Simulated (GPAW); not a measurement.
Runs of GPAW 26.7.0 on Sn3Se. Symmetry: Fm-3m, No. 225, cubic system. Conventional cell: a = 7.466 Å, b = 7.466 Å, c = 7.466 Å, α = 90.00°, β = 90.00°, γ = 90.00°. Sn (site symmetry m-3m) has 8 Sn at 3.23 Å as nearest neighbours. Sn (site symmetry -43m) has 4 Sn at 3.23 Å and 4 Se at 3.23 Å as nearest neighbours. Se (site symmetry m-3m) has 8 Sn at 3.23 Å as nearest neighbours. The cell comes from a database or a generator and needn't be the stable form of this composition.

| task | level | potentials or basis | k mesh | cutoff (eV) | maxiter | band path | band points | convergence | pressure (GPa) |
| --- | --- | --- | --- | --- | --- | --- | --- | --- | --- |
| band structure | r2SCAN | GPAW PAW data sets (gpaw-data 1.2.1), pw | 6 × 6 × 6 | 600 | 150 | GXWKGLUWLK,UX | 80 | - | (a) |
| band structure | LDA | the program's PAW data sets (release 1.2.1) made for this functional, pw | 6 × 6 × 6 | 600 | 150 | GXWKGLUWLK,UX | 80 | - | -4.7 |
| band structure | PBE | GPAW PAW data sets (gpaw-data 1.2.1), pw | 6 × 6 × 6 | 600 | 150 | GXWKGLUWLK,UX | 80 | - | -0.4 |
| single point | LDA | the program's PAW data sets (release 1.2.1) made for this functional, pw | 5 × 5 × 5 | 450 | 120 | - | - | default | -6.0 |

Alike in all rows: no spin polarisation; cell as given; smearing fermi-dirac 0.05 eV.

Fill in the values left out.

(a) -1.4.

Caveats: the PAW data sets were made with another functional, which shifts forces and pressure a little (some runs); the cutoff is short for stress and forces, so pressures can be off by a GPa or more (some runs).

Not every run made on this cell is shown here.
